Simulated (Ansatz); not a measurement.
# BBrH4Si (SMILES [SiH3]BBr): one structure at several levels

One table from this session's results is given with a row withheld; the runs are named, their logs left out.

Method: single points in def2-TZVPP; program: Ansatz 0.2.0, Gaussian basis.

Correlated methods freeze the cores. Filled d shells of the heavier atoms are correlated. B3LYP uses VWN-RPA correlation.

## The system as given

SMILES `[SiH3]BBr`, 7 atoms, charge 0, spin multiplicity 1.

Atoms are counted from 1 here; the program's logs count them from 0.

Bond lengths: Si1–B2 1.915 Å, Si1–H4 1.398 Å, Si1–H5 1.418 Å, Si1–H6 1.465 Å, B2–Br3 1.932 Å, B2–H7 1.233 Å. Angles: B2–Si1–H4 104.2°, B2–Si1–H5 114.3°, B2–Si1–H6 115.8°, H4–Si1–H5 109.2°, H4–Si1–H6 114.2°, H5–Si1–H6 99.3°, Si1–B2–Br3 127.3°, Si1–B2–H7 125.4°, Br3–B2–H7 106.8°.

Geometry (Å):

```
Si   -0.7198    0.4762   -0.1878
B     0.7446   -0.5819    0.4468
Br    1.8125   -1.8310   -0.5698
H    -1.6698   -0.4644   -0.5982
H    -0.3987    1.3224   -1.2798
H    -1.2344    1.4805    0.7468
H     1.2887   -0.4615    1.5468
```

Set-up of the first run:

run/in.yaml

```yaml
crystal:
  periodic: [false, false, false]
  atoms:
    - {symbol: Si, position_ang: [-0.719800, 0.476200, -0.187800]}
    - {symbol: B, position_ang: [0.744600, -0.581900, 0.446800]}
    - {symbol: Br, position_ang: [1.812500, -1.831000, -0.569800]}
    - {symbol: H, position_ang: [-1.669800, -0.464400, -0.598200]}
    - {symbol: H, position_ang: [-0.398700, 1.322400, -1.279800]}
    - {symbol: H, position_ang: [-1.234400, 1.480500, 0.746800]}
    - {symbol: H, position_ang: [1.288700, -0.461500, 1.546800]}
basis:
  gaussian: {orbitals: def2-TZVPP}
correlation: {method: ccsd_t}
output: {forces: true}
```

No record of the launch command was kept for these runs.

Steps of the session up to this table: CCSD(T)/def2-TZVPP; PBE0-D4/def2-TZVPP; wB97M-V/def2-TZVPP; r2SCAN-D4/def2-TZVPP; PBE-D4/def2-TZVPP; BLYP-D4/def2-TZVPP; B3LYP-D4/def2-TZVPP.

One table of the session follows, with a row left open; its other results are not shown here.

| method | RMS force component (eV/Å) | angle to CCSD(T) forces (°) | dipole (D) |
| --- | --- | --- | --- |
| CCSD(T) | 0.989 | reference | 0.58 |
| PBE0-D4 | 0.959 | 5.2 | 0.60 |
| wB97M-V | 0.949 | 2.9 | 0.64 |
| r2SCAN-D4 | 0.937 | 5.7 | 0.58 |
| PBE-D4 | 0.930 | 11.1 | 0.41 |
| BLYP-D4 | 0.917 | 10.0 | 0.42 |
| B3LYP-D4 | ? | ? | ? |

Q: Estimate the row for B3LYP-D4 from the others.

**Answer.** RMS force component (eV/Å): 0.939; angle to CCSD(T) forces (°): 4.9; dipole (D): 0.58. In the column «RMS force component (eV/Å)» it lies between r2SCAN-D4 (0.937) and wB97M-V (0.949).
